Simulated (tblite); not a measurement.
# C4H13FGeSi2: the cost of one run

Programs: tblite 0.8.0 and PySCF 2.14.0, with density-fitted response routines of our own. Each step states its level of theory. These are calculated values for one molecule in the gas phase, unless marked as measured. Atoms are numbered from 0 throughout.

## 1. The molecule as given

21 atoms, charge 0, multiplicity 1; geometry from: force field or distance geometry start.

Bonds of the start (Å): F0–Si1 1.69, Si1–Ge2 2.31, Ge2–Si3 2.30, Ge2–C4 1.97, C4–C5 1.53, C5–C6 1.52, C6–C7 1.53, C7–C4 1.52, Si1–H8 1.46, Si1–H9 1.47, Ge2–H10 1.55, Si3–H11 1.48, Si3–H12 1.47, Si3–H13 1.48, C4–H14 1.12, C5–H15 1.10, C5–H16 1.11, C6–H17 1.11, C6–H18 1.12, C7–H19 1.11, C7–H20 1.10.

## 2. Relaxing the molecule with GFN2-xTB

What the job is given:

```
{"job": {"kind": "relax", "xc": "GFN2-xTB", "basis": "xTB"}, "charge": 0, "multiplicity": 1}
F      1.839200     2.119200     1.731400
Si     2.197600     1.999700     0.082900
Ge     1.040700     0.221300    -0.818200
Si     1.656900    -1.716500     0.252100
C     -0.889700     0.560900    -0.612400
C     -1.758400    -0.642900    -0.974600
C     -2.220300    -0.722600     0.470900
C     -1.359700     0.488600     0.830100
H      1.827600     3.234600    -0.593900
H      3.640800     1.758600    -0.062800
H      1.369200     0.103300    -2.330100
H      1.341000    -1.610500     1.694100
H      0.915700    -2.859300    -0.300600
H      3.106800    -1.934000     0.086100
H     -1.224200     1.501500    -1.128200
H     -2.582800    -0.377500    -1.655000
H     -1.179200    -1.538100    -1.282600
H     -3.310800    -0.533000     0.585200
H     -1.874300    -1.649900     0.986700
H     -1.974700     1.366300     1.121400
H     -0.570400     0.247300     1.563900
```

On the command line:

```console
> OMP_NUM_THREADS=1 python probes_run.py task.json out
```

This one command runs all jobs of the session in turn.

Q: Estimate the wall time of this first job on 1 thread of Arm Neoverse N1, shared host.

About 1.5 s.
